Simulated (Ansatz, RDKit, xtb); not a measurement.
# C2H5BrGeSi: ranking a sample of isomers

A sample of isomers of C2H5BrGeSi is drawn. Aim: find which of them has the lowest free energy at 298.15 K, then its properties. The sample is small against all isomers, and the most stable one of this formula need not be in it.

The funnel: GFN2-xTB relaxations, single points with a density functional, relaxations at PBE-D3(BJ)/def2-SVP, harmonic vibrations (at GFN2-xTB), and a last energy at a higher level. All values are calculated.

### 1 Candidates

Isomers were taken from a list of plausible structures; this is a sample, not all of them. That gives 4 candidates.

| label | SMILES | spin |
| --- | --- | --- |
| c022 | C#[C][GeH2][SiH2]Br | singlet |
| c423 | [GeH3][C]#C[SiH2]Br | singlet |
| c565 | C#C[Si@H]([GeH3])Br | singlet |
| c611 | [SiH3]C#[C][GeH2][Br] | singlet |

Candidates are built by distance geometry, with a force field where one applies, in up to four conformers (letters a to d).

Q: Predict the outcome of this search (final energies at CCSD(T)/def2-SVP + MP2/def2-TZVPP - MP2/def2-SVP).

| quantity | value |
| --- | --- |
| lowest structure found | [GeH3][C]#C[SiH2]Br, singlet |
| next finalist | C#C[Si@H]([GeH3])Br, singlet, 2.0 kcal/mol higher in G |
| share at equilibrium, among the finalists | 94.9 % |

`[GeH3][C]#C[SiH2]Br` comes out lowest. The margin, 2.0 kcal/mol, is modest. HF/STO-3G, r2SCAN-D4/def2-SVP, HF/def2-SVP and MP2/def2-SVP already put its bonding pattern lowest among the structures in one piece; GFN2-xTB favours the singlet [SiH3]C#[C][GeH2][Br]; PBE-D3(BJ)/def2-SVP favours the singlet C#C[Si@H]([GeH3])Br. Lowest found is not proven lowest: the search is finite, and each finalist counts with one conformer. Only 4 drawn patterns were tried, so whole families of isomers are missing, and the result ranks this sample alone. The lowest isomer need not be the one that is made and kept in a bottle, which depends on barriers.
